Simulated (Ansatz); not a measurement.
## C2H4Se, SMILES C1C[Se]1: a relaxed scan of one distance, step by step

Computed with Ansatz 0.2.0 through its Python package.

Run as a notebook:

```python
import ansatz
import numpy as np
```

```python
c2h4se = (
    ansatz.Crystal.molecule()
    .atom("C", (-0.565, -0.1109, -0.4099))
    .atom("C", (0.6115, 0.204, 0.3305))
    .atom("Se", (-0.2098, -1.5277, 0.811))
    .atom("H", (-0.3751, -0.3071, -1.4941))
    .atom("H", (-1.484, 0.5398, -0.13))
    .atom("H", (0.51, 1.0062, 1.1098))
    .atom("H", (1.5737, 0.1276, -0.2631))
)
```

```python
job = c2h4se.calculation().basis(gaussian="def2-SVP").functional("pbe", dispersion="d4")
symbols = [site.symbol for site in c2h4se.cartesian_sites]
pairs = [(0, 1), (0, 2), (0, 3), (0, 4), (1, 2), (1, 5)]
print("held (A)   E (eV)        ", "  ".join(f"{symbols[i]}{i}-{symbols[j]}{j}" for i, j in pairs))
for length in [1.75, 1.9, 2.06, 2.28, 2.57]:
    report = job.relax(constraints=[ansatz.DistanceConstraint((0, 2), at=length)], force_tolerance=0.02, max_steps=60).run(threads=1).report
    xyz = np.array(report["positions_ang"])
    print(f"{length:6.2f} {report['free_energy_ev']:14.5f}  ", "  ".join(f"{np.linalg.norm(xyz[i] - xyz[j]):.3f}" for i, j in pairs))
```

    held (A)   E (eV)         C0-C1  C0-Se2  C0-H3  C0-H4  C1-Se2  C1-H5
    DeckWarning: relax.constraints: the input's atoms, or those drawn, lie off the distances that are held; a relaxation that starts there is brought onto them ahead of its first SCF, by positions alone, an atom by 7.69e-2 Å at the most. With the symmetry [...]
      1.75   -67465.47131   1.495  1.750  1.108  1.108  1.945  1.101
      1.90   -67465.95877   1.486  1.900  1.104  1.104  1.969  1.102
      2.06   -67465.97290   1.478  2.060  1.101  1.101  1.993  1.103
      2.28   -67465.62411   1.471  2.280  1.100  1.100  2.025  1.103
      2.57   -67464.95878   1.469  2.570  1.101  1.101  2.078  1.103

Reading the output:
- Total energies depend on the basis set; only differences at equal settings carry meaning.
- Warnings are shown shortened and without file and line.
- The energies are electronic: no zero-point or thermal terms, and the basis set is short of its limit.
- Wall time of the script: 67 s on 1 thread of Arm Neoverse V1, on a shared host, peak memory 0.22 GiB.
